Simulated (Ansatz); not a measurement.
This script makes an equation of state with a fit of BaZrO₃, space group Pm-3m with Ansatz 0.2.0 through its Python package.

`eos.py`:
```python
# -*- coding: utf-8 -*-
"""Equation of state of BaZrO3."""

import argparse
import warnings

import ansatz as az
from ase.eos import EquationOfState
from ase.units import GPa
import numpy as np

parser = argparse.ArgumentParser(description="Equation of state of BaZrO3.")
parser.add_argument("--functional", default="pbe", help="exchange-correlation functional")
parser.add_argument("--kgrid", type=int, nargs=3, required=True, help="k-point sampling")
args = parser.parse_args()

VECTORS = np.array([
    [4.19134, 0.0, 0.0],
    [0.0, 4.19134, 0.0],
    [0.0, 0.0, 4.19134],
])
SITES = [
    ("Ba", (0.0, 0.0, 0.0)),
    ("Zr", (0.5, 0.5, 0.5)),
    ("O", (0.0, 0.5, 0.5)),
    ("O", (0.5, 0.0, 0.5)),
    ("O", (0.5, 0.5, 0.0)),
]


def build(cell):
    crystal = az.Crystal(lattice=az.Lattice.of(cell))
    for symbol, position in SITES:
        crystal = crystal.atom(symbol, position)
    return crystal

warnings.simplefilter("ignore", az.DeckWarning)

# scale the volume, keep shape and fractions
volumes, energies, pressures = [], [], []
for scale in np.linspace(0.9, 1.1, 9):
    cell = VECTORS * scale ** (1 / 3)
    base = (
        build(cell).calculation()
        .occupations(az.OccupationsMethod.FIXED)
        .basis(21 * az.Ha)
        .functional(args.functional)
        .kpoints(*args.kgrid)
        .stress()
    )
    data = base.run().report
    volumes.append(abs(np.linalg.det(cell)) / len(SITES))
    energies.append(data["free_energy_ev"] / len(SITES))
    pressures.append(np.trace(data["stress_gpa"]) / 3)
    print(f"V = {volumes[-1]:8.4f} A^3/atom  F = {energies[-1]:.5f} eV/atom  P = {pressures[-1]:8.3f} GPa")

eos = EquationOfState(volumes, energies, eos="sj")
v0, e0, bulk = eos.fit()
print(f"V0 = {v0:.4f} A^3/atom, E0 = {e0:.5f} eV/atom, B = {bulk / GPa:.1f} GPa")
```

From its runs, with one value withheld:

| V (Å³/atom) | F less the lowest row shown (meV/atom) |
| --- | --- |
| 13.254 | 134.37 |
| 13.622 | 82.17 |
| 13.990 | 44.32 |
| 14.358 | 19.01 |
| 14.726 | 4.70 |
| 15.094 | 0.00 |
| 15.462 | 3.73 |
| 15.831 | ? |
| 16.199 | 32.45 |

What is the missing energy at 15.831 Å³ an atom?

A third-order Birch-Murnaghan fit, E = E0 + (9 V0 B0 / 16) [(t - 1)³ B' + (t - 1)² (6 - 4t)] with t = (V0/V)^(2/3), through the 8 rows shown gives V0 = 15.108 Å³, B0 = 149.6 GPa, B' = 4.39 and E0 = -0.01 meV. At V = 15.831 Å³, t = 0.96931, and the fit interpolates to 14.85 meV. The run gave 14.86 meV, a miss of 0.01 meV.

Notes:
- No spin polarisation was allowed.
- Pressure is positive in compression.
- The structure is a deposited one; some such entries were measured under pressure or heat, so a shift against it needn't be the functional's error alone.
- Timing: 26 s on 1 thread of Intel(R) Xeon(R) Processor @ 2.30GHz, with other jobs on the host, peak memory 0.59 GiB.
